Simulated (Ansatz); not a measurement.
# EuMn3: the cost of one run

Computed with Ansatz 0.2.0 (DFT PBE+U (U_eff = 6 eV on Eu 4f), scalar-relativistic, plane waves, PAW, unless a step's input says otherwise).

2 further runs of the same task are left out: 2 that didn't finish. Runs told in other sessions of the task aren't counted.

## Step 1: The starting structure

Symmetry: Pm-3m, No. 221, cubic system. The conventional cell has a = 4.170 Å, b = 4.170 Å, c = 4.170 Å, α = 90.00°, β = 90.00°, γ = 90.00°. Eu (site symmetry m-3m) is surrounded by 12 Mn at 2.95 Å. Mn (site symmetry 4/mmm) has 4 Eu at 2.95 Å and 8 Mn at 2.95 Å in its first shell of neighbours.

Coordinates:

```xyz
4
Lattice="4.1702 0.0000 0.0000 0.0000 4.1702 0.0000 0.0000 0.0000 4.1702" Properties=species:S:1:pos:R:3 pbc="T T T"
Eu    0.0000    0.0000    0.0000
Mn    0.0000    2.0851    2.0851
Mn    2.0851    2.0851    0.0000
Mn    2.0851    0.0000    2.0851
```

The moments start at Eu 7.00; Mn 3.50 μB.

## Step 2: The first run (PBE+U, 4×4×4 mesh)

input.yaml

```yaml
crystal:
  lattice:
    - [4.1701588501, 0.0, 0.0]
    - [0.0, 4.1701588501, 0.0]
    - [0.0, 0.0, 4.1701588501]
  atoms:
    - { symbol: Eu, position: [0.0, 0.0, 0.0], spin: 7.0 }
    - { symbol: Mn, position: [0.0, 0.5, 0.5], spin: 3.5 }
    - { symbol: Mn, position: [0.5, 0.5, 0.0], spin: 3.5 }
    - { symbol: Mn, position: [0.5, 0.0, 0.5], spin: 3.5 }
basis:
  ecutwfc: 420
  ecutrho_ratio: 4
kpoints:
  mp_grid: { grid: [4, 4, 4] }
hamiltonian:
  xc: pbe
  hubbard: { sites: [{ species: Eu, l: f, u_eff: 6.0 }] }
scf:
  occupations: { method: gaussian, width: 0.05 }
output:
  forces: true
  stress: true
  eigenvalues: true
  populations: true
  hubbard: { sites: [{ species: Eu, l: f }] }
magnetization:
  spin_polarized: true
```

Run with:

```bash
ansatz run input.yaml --threads 2 --pin off --max-ram 2662MiB --backend cpu --events-out ev --progress --plain --runs-dir out
```

**Question.** How long does this run take on 2 threads of Arm Neoverse V2, shared host, and how much memory does it need?

About 13 s, with a peak of 0.42 GiB.
